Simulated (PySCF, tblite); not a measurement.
**C₄H₆S₂Si: dynamics, then NMR shifts on frames**

Aim: move C₄H₆S₂Si (`[SiH3]Sc1ccsc1`) away from its starting geometry and see how NMR shifts follow the geometry.

Programs: tblite 0.8.0 and PySCF 2.14.0, with density-fitted response routines of our own. Each step states its level of theory. These are calculated values for one molecule in the gas phase, unless marked as measured. Atoms are numbered from 0 throughout.

## 1. The molecule as given

13 atoms, charge 0, multiplicity 1; geometry from: GFN2-xTB.

Bonds of the start (Å): Si0–S1 2.15, S1–C2 1.76, C2–C3 1.42, C3–C4 1.35, C4–S5 1.72, S5–C6 1.72, C6–C2 1.36, Si0–H7 1.46, Si0–H8 1.46, Si0–H9 1.45, C3–H10 1.07, C4–H11 1.07, C6–H12 1.07.

## 2. A short Langevin run with GFN2-xTB

What the job is given:

```
{"job": {"kind": "md", "xc": "GFN2-xTB", "basis": "xTB", "temperature": 200, "steps": 2000, "every": 50, "frames": 5}, "charge": 0, "multiplicity": 1}
Si     2.668781     0.019712    -0.006435
S      1.026542    -0.808661    -1.118440
C     -0.416781    -0.213449    -0.304808
C     -1.706197    -0.628026    -0.737141
C     -2.699381    -0.075647    -0.003309
S     -2.095923     0.962280     1.229040
C     -0.473300     0.646388     0.746882
H      2.616470     1.473048    -0.109039
H      2.552333    -0.424992     1.377038
H      3.804264    -0.556041    -0.702358
H     -1.853212    -1.304992    -1.558086
H     -3.757844    -0.209026    -0.105210
H      0.329860     1.119892     1.274138
```

With the program's defaults for keys left out, this is: GFN2-xTB Langevin dynamics, gas phase.

The run is started by

```sh
$ OMP_NUM_THREADS=1 python probes_run.py task.json out
```

The driver reads the jobs from task.json and runs them one after another.

The program printed:

```text
t/fs     T/K      E/eV
    0.0   166.7   -540.13646
   25.0    93.7   -539.92830
   50.0   110.3   -539.88648
   75.0   127.7   -539.91896
  100.0   115.2   -539.96257
  125.0   180.8   -539.94922
  150.0   172.0   -539.85929
  175.0   183.0   -539.80350
  200.0   208.7   -539.80114
  225.0   221.3   -539.84043
  250.0   158.1   -539.66096
  275.0   273.7   -539.81992
  300.0   282.7   -539.91489
  325.0   151.9   -539.78165
  350.0   219.0   -539.92257
  375.0   256.0   -539.89699
  400.0   165.8   -539.76299
  425.0   187.8   -539.78277
  450.0   184.3   -539.81636
  475.0   227.9   -539.79231
  500.0   246.0   -539.88343
  525.0   164.4   -539.78750
  550.0   221.1   -539.96391
  575.0   118.3   -539.82300
  600.0   168.5   -539.87736
  625.0   173.5   -539.89828
  650.0   182.3   -539.85709
  675.0   221.9   -539.91663
  700.0   184.2   -539.89668
  725.0   192.8   -539.88591
  750.0    96.3   -539.80263
  775.0   182.8   -539.94999
  800.0   165.7   -539.84718
  825.0   147.5   -539.87067
  850.0   167.8   -539.93259
  875.0   141.8   -539.89239
  900.0   166.9   -539.95838
  925.0   154.1   -539.89152
  950.0   160.0   -539.82522
  975.0   208.5   -539.92876
 1000.0   198.5   -539.93136
```

It took 24 s on 1 thread of Arm Neoverse N1, shared host; peak memory 0.18 GiB.

Distance from the start (root mean square after alignment): 0 fs 0.00 Å, 200 fs 0.14 Å, 400 fs 0.52 Å, 600 fs 0.73 Å, 800 fs 0.88 Å, 1000 fs 0.91 Å.

Positions (Å) and forces (eV/Å) at 1000 fs:

```xyz
13

Si    1.817   -1.241    0.696    1.328    0.137   -1.147
S     0.713   -0.716   -1.100   -0.090   -0.002    0.272
C    -0.856   -0.237   -0.399    0.277    0.349    0.160
C    -2.004   -1.057   -0.354    0.115   -0.510    0.068
C    -3.057   -0.425    0.234    0.166   -0.478    0.026
S    -2.646    1.145    0.762   -0.263    0.431    0.135
C    -1.055    0.986    0.177   -0.636   -1.225   -0.466
H     2.505   -0.062    1.272   -0.411   -0.316   -0.101
H     0.911   -1.982    1.484   -0.660   -0.314    0.715
H     2.843   -2.180    0.131   -0.463    0.496    0.257
H    -1.943   -2.086   -0.700   -0.367    0.423    0.051
H    -4.036   -0.788    0.475    0.012   -0.121   -0.152
H    -0.415    1.797    0.164    0.992    1.130    0.180
```

## 3. Nuclear shieldings: 250 fs, PBE0/pcSseg-1

What the job is given:

```
{"job": {"kind": "nmr", "xc": "PBE0", "basis": "pcSseg-1", "pop": false}, "charge": 0, "multiplicity": 1}
Si     2.458000    -0.144800     0.293400
S      0.912100    -0.617300    -1.210200
C     -0.576800    -0.242800    -0.276600
C     -1.820400    -0.748300    -0.696300
C     -2.873200    -0.162100     0.017400
S     -2.255300     0.868600     1.195300
C     -0.611800     0.526400     0.754000
H      2.652400     1.303600     0.314200
H      2.067800    -0.664800     1.541800
H      3.736300    -0.720100    -0.085600
H     -1.923700    -1.410400    -1.469600
H     -3.915600    -0.369300    -0.169500
H      0.133700     1.093000     1.304400
```

Method: GIAO PBE0/pcSseg-1 NMR shielding, non-relativistic, gas phase.

The program printed:

```text
coarse grid: 12936 points
cycle   1  E = -1241.1604013964  dE =  1.197e+00  |g| = 3.266e-01  |ddm| = 3.765e+00
cycle   2  E = -1241.1378002346  dE =  2.260e-02  |g| = 4.280e-01  |ddm| = 8.970e-01
cycle   3  E = -1241.1871566185  dE = -4.936e-02  |g| = 1.038e-01  |ddm| = 6.237e-01
cycle   4  E = -1241.1898948504  dE = -2.738e-03  |g| = 3.295e-02  |ddm| = 1.479e-01
cycle   5  E = -1241.1901432285  dE = -2.484e-04  |g| = 8.954e-03  |ddm| = 3.742e-02
cycle   6  E = -1241.1901601803  dE = -1.695e-05  |g| = 4.221e-03  |ddm| = 1.345e-02
cycle   7  E = -1241.1901645764  dE = -4.396e-06  |g| = 1.156e-03  |ddm| = 5.120e-03
final grid: 112488 points
cycle   8  E = -1241.2360136518  dE = -1.555e-05  |g| = 9.433e-03  |ddm| = 3.121e-02
cycle   9  E = -1241.2359822560  dE =  3.140e-05  |g| = 1.429e-02  |ddm| = 2.543e-02
cycle  10  E = -1241.2360347674  dE = -5.251e-05  |g| = 1.906e-03  |ddm| = 1.737e-02
cycle  11  E = -1241.2360357317  dE = -9.643e-07  |g| = 3.559e-04  |ddm| = 2.361e-03
cycle  12  E = -1241.2360357636  dE = -3.190e-08  |g| = 7.771e-05  |ddm| = 4.084e-04
cycle  13  E = -1241.2360357649  dE = -1.310e-09  |g| = 3.314e-05  |ddm| = 1.189e-04
cycle  14  E = -1241.2360357652  dE = -2.651e-10  |g| = 1.088e-05  |ddm| = 4.102e-05
converged SCF energy = -1241.2360357652

GIAO shielding tensors (ppm)
atom      isotropic    diamagn.    paramagn.     s11        s22        s33       span
  0 Si     400.493     879.051    -478.558    362.921    373.741    464.816    101.895
  1 S      616.633    1057.077    -440.444    391.411    562.168    896.320    504.909
  2 C       59.995     259.713    -199.717    -11.898     49.293    142.591    154.490
  3 C       48.197     248.512    -200.316    -32.903     46.214    131.279    164.182
  4 C       48.665     264.499    -215.834    -53.037     45.049    153.982    207.018
  5 S      256.070    1056.342    -800.272    138.732    255.465    374.013    235.281
  6 C       69.341     256.615    -187.274     -4.267     74.535    137.755    142.022
  7 H       26.839      29.175      -2.336     23.075     24.783     32.659      9.584
  8 H       27.692      30.198      -2.506     24.140     26.242     32.695      8.555
  9 H       27.123      28.200      -1.077     23.362     24.842     33.164      9.802
 10 H       25.413      33.248      -7.835     21.599     25.538     29.102      7.503
 11 H       23.953      30.147      -6.194     21.480     24.558     25.822      4.342
 12 H       25.079      32.423      -7.344     19.824     25.737     29.676      9.853
```

Wall time 44 s (1 thread of Arm Neoverse N1, shared host); peak memory 0.75 GiB.

Shifts follow as δ = σ(reference) − σ, with reference shieldings (ppm) from runs at the same level and on the same kind of geometry: ¹H TMS 31.72, ¹³C TMS 186.9, ²⁹Si TMS 349.2, ³³S CS2 504. The references are single molecules in the gas phase. Each atom is listed at this fixed geometry, with no averaging over motion; a spectrum would average atoms that exchange fast.

```tsv
atoms	environment	σ (ppm)	δ (ppm)
C3	aromatic CH	48.2	138.7
C4	aromatic CH next to the ring sulfur	48.7	138.3
C2	aromatic carbon bearing sulfur	60.0	126.9
C6	aromatic CH next to the ring sulfur	69.3	117.6
H11	hydrogen on an aromatic CH next to the ring sulfur	23.95	7.76
H12	hydrogen on an aromatic CH next to the ring sulfur	25.08	6.64
H10	hydrogen on an aromatic CH	25.41	6.30
H7	hydrogen on a silicon bonded to S	26.84	4.88
H9	hydrogen on a silicon bonded to S	27.12	4.59
H8	hydrogen on a silicon bonded to S	27.69	4.02
Si0	silicon bonded to S, 3 H	400.5	-51.3
S5	aromatic ring sulfur	256	248
S1	sulfur bonded to C, Si	617	-113
```

Ring of atoms C2, C3, C4, S5, C6: NICS(0) -12.4, NICS(1) -11.0, NICS(1)zz -25.7 ppm (means of both faces).

Orbitals, density, ELF and potential are computed afterwards from the orbital file.

Frontier orbitals at PBE0/pcSseg-1, with the share of their density that lies nearest to each atom:

```tsv
orbital	energy (eV)	lies on
HOMO	-6.58	S1 51 %; S5 14 %; C2, C6 about 10 % each
LUMO	-0.66	C4 23 %; S5 19 %; C6 16 %
```

ELF in a plane through or near 10 of the atoms.

Ten even steps from '0' (0.00) to '9' (1.00):
```
0000000000000000000000000000
0000000000000000000000000000
0000000000000000023310000000
0000000000000000378851000000
0000000000038600589972000000
0000000000079932532861000000
0000001110079966747440000000
0000002432039925812741000000
0000012322102534438658982000
0000232151200587214639996000
0005896455532522748359996000
0019999231865835916747982000
0029999846843744547400100000
0007999613865720599810000000
0001796102899820599940000000
0000020001799820299920000000
0000000001577610047300000000
0000000000012100000000000000
0000000000000000000000000000
0000000000000000000000000000
```
The map spans 12.8 Å across and 8.9 Å up, centred on the molecule. Atoms in the plane (x, y in Å): Si0 (-2.6, -0.2), C2 (0.5, -0.3), C3 (1.8, -0.9), C4 (2.7, 0.2), S5 (1.9, 1.7), C6 (0.4, 0.9), H9 (-3.8, -1.0), H10 (2.0, -1.9), H11 (3.8, 0.0), H12 (-0.5, 1.6).

On the surface of density 0.002 e/bohr³ the electrostatic potential runs, from the 1st to the 99th percentile, from -0.88 V near S1 to 1.37 V near H12.

## 4. Nuclear shieldings: 425 fs, PBE0/pcSseg-1

What the job is given:

```
{"job": {"kind": "nmr", "xc": "PBE0", "basis": "pcSseg-1", "pop": false}, "charge": 0, "multiplicity": 1}
Si     2.258000    -0.629100     0.439700
S      0.847000    -0.373900    -1.060000
C     -0.705200    -0.224900    -0.121700
C     -1.917400    -0.936800    -0.353500
C     -2.926900    -0.474100     0.493800
S     -2.396200     0.774900     1.475800
C     -0.817300     0.758700     0.801200
H      2.752200     0.634600     0.924800
H      1.777900    -1.304700     1.607000
H      3.382800    -1.350200    -0.303800
H     -2.027400    -1.820600    -0.976200
H     -3.925900    -0.882400     0.683500
H     -0.126900     1.458800     1.166300
```

Method: GIAO PBE0/pcSseg-1 NMR shielding, non-relativistic, gas phase.

The program printed:

```text
coarse grid: 12936 points
cycle   1  E = -1241.1767117741  dE =  1.115e+00  |g| = 2.823e-01  |ddm| = 3.725e+00
cycle   2  E = -1241.1707369143  dE =  5.975e-03  |g| = 3.204e-01  |ddm| = 7.056e-01
cycle   3  E = -1241.1970592499  dE = -2.632e-02  |g| = 8.172e-02  |ddm| = 4.421e-01
cycle   4  E = -1241.1986438705  dE = -1.585e-03  |g| = 3.655e-02  |ddm| = 1.338e-01
cycle   5  E = -1241.1989699934  dE = -3.261e-04  |g| = 7.754e-03  |ddm| = 3.997e-02
cycle   6  E = -1241.1989836051  dE = -1.361e-05  |g| = 2.549e-03  |ddm| = 1.043e-02
cycle   7  E = -1241.1989849532  dE = -1.348e-06  |g| = 1.039e-03  |ddm| = 3.628e-03
final grid: 112488 points
cycle   8  E = -1241.2447676081  dE = -1.460e-05  |g| = 9.207e-03  |ddm| = 2.913e-02
cycle   9  E = -1241.2447347855  dE =  3.282e-05  |g| = 1.429e-02  |ddm| = 2.452e-02
cycle  10  E = -1241.2447877757  dE = -5.299e-05  |g| = 1.886e-03  |ddm| = 1.718e-02
cycle  11  E = -1241.2447887255  dE = -9.497e-07  |g| = 3.390e-04  |ddm| = 2.327e-03
cycle  12  E = -1241.2447887540  dE = -2.856e-08  |g| = 7.249e-05  |ddm| = 3.741e-04
cycle  13  E = -1241.2447887551  dE = -1.089e-09  |g| = 3.312e-05  |ddm| = 1.150e-04
cycle  14  E = -1241.2447887554  dE = -2.574e-10  |g| = 1.197e-05  |ddm| = 4.177e-05
converged SCF energy = -1241.2447887554

GIAO shielding tensors (ppm)
atom      isotropic    diamagn.    paramagn.     s11        s22        s33       span
  0 Si     406.414     878.902    -472.488    355.119    393.752    470.370    115.251
  1 S      660.059    1057.796    -397.737    438.199    577.051    964.926    526.727
  2 C       51.082     258.828    -207.746    -24.567     45.284    132.529    157.096
  3 C       49.223     247.949    -198.726    -29.069     39.864    136.873    165.942
  4 C       50.769     263.862    -213.093    -42.709     43.132    151.884    194.593
  5 S      256.961    1056.946    -799.985    110.712    237.684    422.488    311.776
  6 C       54.335     255.088    -200.753    -34.128     58.070    139.062    173.190
  7 H       27.125      29.410      -2.285     23.028     25.256     33.092     10.064
  8 H       27.522      29.258      -1.736     24.133     26.235     32.197      8.064
  9 H       26.120      27.169      -1.049     21.904     24.109     32.346     10.442
 10 H       24.154      30.309      -6.154     20.362     25.448     26.653      6.292
 11 H       24.015      29.301      -5.286     20.915     24.155     26.976      6.061
 12 H       24.886      32.892      -8.006     20.914     24.694     29.050      8.136
```

Wall time 32 s (1 thread of Arm Neoverse N1, shared host); peak memory 0.79 GiB.

This run: δ C3 137.7, C4 136.2, C2 135.8, C6 132.6, H11 7.70, H10 7.56 ppm.

(Part 1 of 2 ends here.)
